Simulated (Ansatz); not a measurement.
# CH2O2Si: single points off equilibrium

One table from this session's results is given with a row withheld; the runs are named, their logs left out.

Program: Ansatz 0.2.0, Gaussian basis. Level of theory: single points in def2-TZVPP. These are calculated values, not measurements.

Correlated methods freeze the cores.

## The starting structure

SMILES `OC1=[SiH]O1`, 6 atoms, charge 0, spin multiplicity 1.

Atoms are counted from 1 here; the program's logs count them from 0.

Bond lengths: O1–C2 1.307 Å, O1–H5 0.977 Å, C2–Si3 1.875 Å, C2–O4 1.329 Å, Si3–O4 1.611 Å, Si3–H6 1.440 Å. Angles: C2–O1–H5 120.0°, O1–C2–Si3 118.9°, O1–C2–O4 116.7°, Si3–C2–O4 57.3°, C2–Si3–O4 44.0°, C2–Si3–H6 151.4°, O4–Si3–H6 111.5°, C2–O4–Si3 78.7°.

Coordinates:

```xyz
6

O    -0.8191    0.7708   -0.9069
C    -0.1357   -0.3186   -0.6723
Si    1.0276   -0.3582    0.7983
O    -0.4199   -0.9721    0.4494
H    -0.8195    1.1648   -1.8009
H     1.2723   -0.3570    2.2169
```

Set-up of the first run:

The input, run/in.yaml:

```yaml
crystal:
  periodic: [false, false, false]
  atoms:
    - {symbol: O, position_ang: [-0.819100, 0.770800, -0.906900]}
    - {symbol: C, position_ang: [-0.135700, -0.318600, -0.672300]}
    - {symbol: Si, position_ang: [1.027600, -0.358200, 0.798300]}
    - {symbol: O, position_ang: [-0.419900, -0.972100, 0.449400]}
    - {symbol: H, position_ang: [-0.819500, 1.164800, -1.800900]}
    - {symbol: H, position_ang: [1.272300, -0.357000, 2.216900]}
basis:
  gaussian: {orbitals: def2-TZVPP}
correlation: {method: ccsd_t}
output: {forces: true}
```

No record of the launch command was kept for these runs.

Among the steps run: CCSD(T)/def2-TZVPP; PBE0-D4/def2-TZVPP; wB97M-V/def2-TZVPP; r2SCAN-D4/def2-TZVPP; PBE-D4/def2-TZVPP; r2SCANh-D4/def2-TZVPP; r2SCAN0-D4/def2-TZVPP.

One table of the session follows, with a row left open; its other results are not shown here.

| method | RMS force component (eV/Å) | angle to CCSD(T) forces (°) | dipole (D) |
| --- | --- | --- | --- |
| CCSD(T) | 2.283 | reference | 1.39 |
| PBE0-D4 | 2.083 | 4.7 | 1.41 |
| wB97M-V | 2.200 | 5.6 | 1.41 |
| r2SCAN-D4 | 2.200 | 4.6 | 1.46 |
| PBE-D4 | ? | ? | ? |
| r2SCANh-D4 | 2.132 | 4.3 | 1.43 |
| r2SCAN0-D4 | 2.042 | 6.4 | 1.38 |

Estimate the missing values for PBE-D4.

As computed: RMS force component (eV/Å): 2.291; angle to CCSD(T) forces (°): 7.0; dipole (D): 1.52. In the column «RMS force component (eV/Å)» it is the highest.
